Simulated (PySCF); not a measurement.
# HfCl4: relaxation and vibrations of the singlet

Where does singlet HfCl4 go from a B3LYP minimum start, is the end point a minimum, and what are its modes, charges and moments?

The runs use PySCF 2.14.0; B3LYP, basis Hf def2-SVP with ECP60, Cl def2-SVP, scalar-relativistic core potentials, no spin–orbit coupling, density fitting.

## Step 1: The starting structure

5 atoms, charge 0, spin multiplicity 1.

Bond lengths: Hf1–Cl2 2.342 Å, Hf1–Cl3 2.342 Å, Hf1–Cl4 2.342 Å, Hf1–Cl5 2.342 Å. Angles: Cl2–Hf1–Cl3 109.5°, Cl2–Hf1–Cl4 109.5°, Cl2–Hf1–Cl5 109.5°, Cl3–Hf1–Cl4 109.5°, Cl3–Hf1–Cl5 109.5°, Cl4–Hf1–Cl5 109.5°.

Z-matrix (Å, degrees; charge 0 multiplicity 1):
```
Hf
Cl 1 2.3424
Cl 1 2.3424 2 109.47
Cl 1 2.3424 2 109.47 3 120.00
Cl 1 2.3424 2 109.47 3 -120.00
```

## Step 2: First SCF at the start

One driver script runs all steps and calls PySCF; scf.py shows how it sets up the SCF of each step. The optimiser is the driver's own. After this first run the driver tries any further starts and a stability analysis.

The input, scf.py:

```python
from pyscf import gto, scf, dft
mol = gto.M(atom='''
Hf    -0.000000    -0.000000     0.000000
Cl     1.352380     1.352380    -1.352380
Cl    -1.352380    -1.352380    -1.352380
Cl     1.352380    -1.352380     1.352380
Cl    -1.352380     1.352380     1.352380''',
    basis={'Hf': 'def2-SVP', 'Cl': 'def2-SVP'},
    ecp={'Hf': 'def2-SVP'},
    charge=0, spin=0)
mf = dft.RKS(mol, xc='B3LYP')
mf.grids.atom_grid = (50, 194)
aux = {'Hf': 'def2-universal-JKFIT', 'Cl': 'def2-universal-JKFIT'}
mf = mf.density_fit(auxbasis=aux)
mf.conv_tol = 1e-08
mf.diis_space = 10
mf.max_cycle = 60
mf.init_guess = 'minao'
mf.verbose = 4
mf.kernel()
```

The run is started by

```
$ OMP_NUM_THREADS=2 python axn.py task.json out
```

The program printed:

```text
init E= -1876.0815415934
  HOMO = -0.514085903652505  LUMO = -0.340240078282468  gap/eV = 4.73059
cycle= 1 E= -1888.50436033725  delta_E= -12.4  |g|= 0.689  |ddm|= 7.52
  HOMO = -0.305353625401224  LUMO = 0.0189603755741531  gap/eV = 8.82503
cycle= 2 E= -1888.37500697637  delta_E= 0.129  |g|= 0.89  |ddm|= 1.95
  HOMO = -0.328339949317037  LUMO = -0.0863330716579281  gap/eV = 6.58534
cycle= 3 E= -1888.63144126712  delta_E= -0.256  |g|= 0.186  |ddm|= 1.27
  HOMO = -0.345354989194627  LUMO = -0.0896706255984955  gap/eV = 6.95753
cycle= 4 E= -1888.64057708416  delta_E= -0.00914  |g|= 0.0221  |ddm|= 0.228
  HOMO = -0.343373670752666  LUMO = -0.0895582851831892  gap/eV = 6.90667
cycle= 5 E= -1888.64068755554  delta_E= -0.00011  |g|= 0.00608  |ddm|= 0.0289
  HOMO = -0.343589843793156  LUMO = -0.0887800219412019  gap/eV = 6.93373
cycle= 6 E= -1888.64069780004  delta_E= -1.02e-05  |g|= 0.000708  |ddm|= 0.00774
  HOMO = -0.343573944558164  LUMO = -0.088824456218384  gap/eV = 6.93209
cycle= 7 E= -1888.64069795466  delta_E= -1.55e-07  |g|= 4.81e-05  |ddm|= 0.000846
  HOMO = -0.343574513172671  LUMO = -0.0888273721875109  gap/eV = 6.93202
cycle= 8 E= -1888.64069795552  delta_E= -8.67e-10  |g|= 2e-06  |ddm|= 8.03e-05
  HOMO = -0.34357431286699  LUMO = -0.0888274928711452  gap/eV = 6.93201
Extra cycle  E= -1888.64069795553  delta_E= -4.09e-12  |g|= 3.13e-06  |ddm|= 6.68e-06
converged SCF energy = -1888.64069795553
```

This step, with its further starts and checks, took 12 s on 2 threads of Arm Neoverse N1, shared host.

The test of internal stability found no lower closed-shell solution.

## Step 3: B3LYP minimum start, singlet: relaxation

The program finds Td symmetry in the start, which this walk keeps.

scf.py, as its differences from that of step 2:

```diff
@@ -3 +3 @@
-Hf    -0.000000    -0.000000     0.000000
+Hf     0.000000     0.000000     0.000000
@@ -18 +17,0 @@
-mf.init_guess = 'minao'
```

Steps of the walk:

| step | energy (Eh) | change (kJ/mol) | largest symmetric gradient (Eh/bohr) |
| --- | --- | --- | --- |
| 0 | -1888.640698 | 0.00 | 0.00003 |

The walk took 5.6 s.

Positions (Å) and forces (eV/Å) along the way:

```
step 0
Hf   0.000   0.000   0.000   0.000   0.000   0.000
Cl   1.352   1.352  -1.352  -0.002  -0.002   0.002
Cl  -1.352  -1.352  -1.352   0.002   0.002   0.002
Cl   1.352  -1.352   1.352  -0.002   0.002  -0.002
Cl  -1.352   1.352   1.352   0.002  -0.002  -0.002
```

It settles in Td symmetry, 0.0 kJ/mol below the start, after 0 steps: Hf–Cl 2.342 Å (×4); Cl–Hf–Cl 109.5° (×6).

## Step 4: Frequencies

On the finer grid the gradient is checked again; gradients at displacements of ±0.02 bohr then give force constants and infrared intensities.

scf.py, as its differences from that of step 3:

```diff
@@ -3 +3 @@
-Hf     0.000000     0.000000     0.000000
+Hf     0.000000    -0.000000    -0.000000
@@ -12 +12 @@
-mf.grids.atom_grid = (50, 194)
+mf.grids.atom_grid = (75, 302)
@@ -15 +15 @@
-mf.conv_tol = 1e-08
+mf.conv_tol = 1e-10
```

This SCF starts from the last density.

Log of the central SCF (cycles and frontier levels):

```text
init E= -1888.6402786954
  HOMO = -0.343601462858359  LUMO = -0.0888044139975297  gap/eV = 6.93338
cycle= 1 E= -1888.64027869542  delta_E= -1.32e-11  |g|= 2.82e-06  |ddm|= 4.71e-06
  HOMO = -0.343601403527975  LUMO = -0.088805328848056  gap/eV = 6.93335
Extra cycle  E= -1888.64027869541  delta_E= 4.55e-12  |g|= 6.13e-06  |ddm|= 1e-05
converged SCF energy = -1888.64027869541
```

The whole step took 54 s.

Geometry: Td; Hf–Cl 2.342 Å (×4); Cl–Hf–Cl 109.5° (×6).

Harmonic modes (main isotopes):

```
symmetry  ω (cm⁻¹)  IR (km/mol)  μ (u)     type
       e        98          0.0  34.97     bend
      t2        99         11.0  42.02     bend
      a1       376          0.0  34.97  stretch
      t2       391          226  42.89  stretch
```

No imaginary mode, so this is a minimum.

Constants and moments:

```
Dipole moment                                                   : 0.00 D
Highest occupied level                                          : -9.35 eV
Lowest empty level                                              : -2.42 eV
Rotational constants                                            : 0.03295, 0.03295, 0.03295 cm⁻¹
Zero-point energy                                               : 12.2 kJ/mol
Principal polarisabilities                                      : 74.9, 74.9, 74.9 bohr³
Atomisation energy without zero-point energy                    : 1942 kJ/mol
Principal traceless quadrupole moments about the centre of mass : 0.00, 0.00, 0.00 D Å
Entropy at 298.15 K and 1 bar                                   : 376.1 J/(mol K)
Heat capacity Cp at 298.15 K                                    : 99.1 J/(mol K)
Enthalpy at 298.15 K above 0 K                                  : 22.97 kJ/mol
Rotational symmetry number                                      : 12
```

Populations by atom (charges in e):

| atom | Mulliken | Löwdin | polar tensor | Mayer order to Hf1 |
| --- | --- | --- | --- | --- |
| Hf1 | 0.82 | -0.58 | 2.16 | – |
| Cl2,3,4,5 | -0.21 | 0.15 | -0.54 | 1.28 |

Mulliken populations on Hf1 (outside its core potential): s 2.47, p 6.37, d 2.20, f 0.14.

## Step 5: Results

| quantity | value |
| --- | --- |
| minimum | singlet, Td |
| geometry | Hf–Cl 2.342 Å (×4); Cl–Hf–Cl 109.5° (×6) |
| wavenumbers (cm⁻¹) | 98 (e), 99 (t2), 376 (a1), 391 (t2) |
| dipole moment | 0.00 D |
| highest occupied, lowest empty level | -9.35, -2.42 eV |
| polar-tensor charge of Hf1 | +2.16 e |
| zero-point energy | 12.2 kJ/mol |
| entropy at 298.15 K | 376.1 J/(mol K) |
| atomisation energy (no zero-point energy) | 1942 kJ/mol |

The molecule stays Td, as typed, and the end point is a minimum. In the infrared the band at 391 cm⁻¹ (t2, stretch) leads. The dipole vanishes although Hf1 carries +2.2 e by the polar tensor: the bond dipoles cancel. Other starts or spin states, not run here, may lie lower. Whether spin polarisation would lower the closed shell was not checked. Spin–orbit coupling, left out here, can matter for elements this heavy.

The search up to here took 72 s.
